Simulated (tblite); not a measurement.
# H11N2Si4: the cost of one run

The runs use tblite 0.8.0 and PySCF 2.14.0, with density-fitted response routines of our own; the level of theory stands in each step. All values are computed, except where a source is named. Atoms count from 0, in the outputs and in this text.

### Step 1. The molecule as given

17 atoms, charge 0, multiplicity 2; geometry from: force field or distance geometry start.

Bonds of the start (Å): N0–Si1 1.81, Si1–Si2 2.22, Si2–N3 1.77, N3–Si4 1.78, N3–Si5 1.77, N0–H6 1.03, Si1–H7 1.46, Si1–H8 1.48, Si2–H9 1.47, Si2–H10 1.48, Si4–H11 1.48, Si4–H12 1.47, Si4–H13 1.46, Si5–H14 1.46, Si5–H15 1.48, Si5–H16 1.48.

### Step 2. Geometry optimisation with GFN2-xTB

The job: settings as JSON, then the geometry in Å.

```
{"job": {"kind": "relax", "xc": "GFN2-xTB", "basis": "xTB"}, "charge": 0, "multiplicity": 2}
N      2.920900    -1.225900     0.222800
Si     2.417600     0.368400    -0.461800
Si     0.316000     0.134400    -1.130900
N     -0.676300    -0.152300     0.301500
Si    -1.919300    -1.409600     0.118000
Si    -1.367500     1.301100     1.042100
H      3.895200    -1.184300     0.547000
H      3.332600     0.774800    -1.521400
H      2.427500     1.366800     0.631100
H     -0.153400     1.279500    -1.927800
H      0.281800    -1.068700    -1.996900
H     -2.525500    -1.661700     1.439800
H     -1.286600    -2.621800    -0.414400
H     -2.926700    -0.891100    -0.806400
H     -1.995700     2.217500     0.096700
H     -0.329600     1.946300     1.874400
H     -2.418000     0.838400     1.976100
```

Started as:

```bash
> OMP_NUM_THREADS=1 python probes_run.py task.json out
```

One launch serves the whole session: the jobs run in the order shown.

Q: Estimate the wall time of this first job on 1 thread of Arm Neoverse V2, shared host.

About 1.9 s.
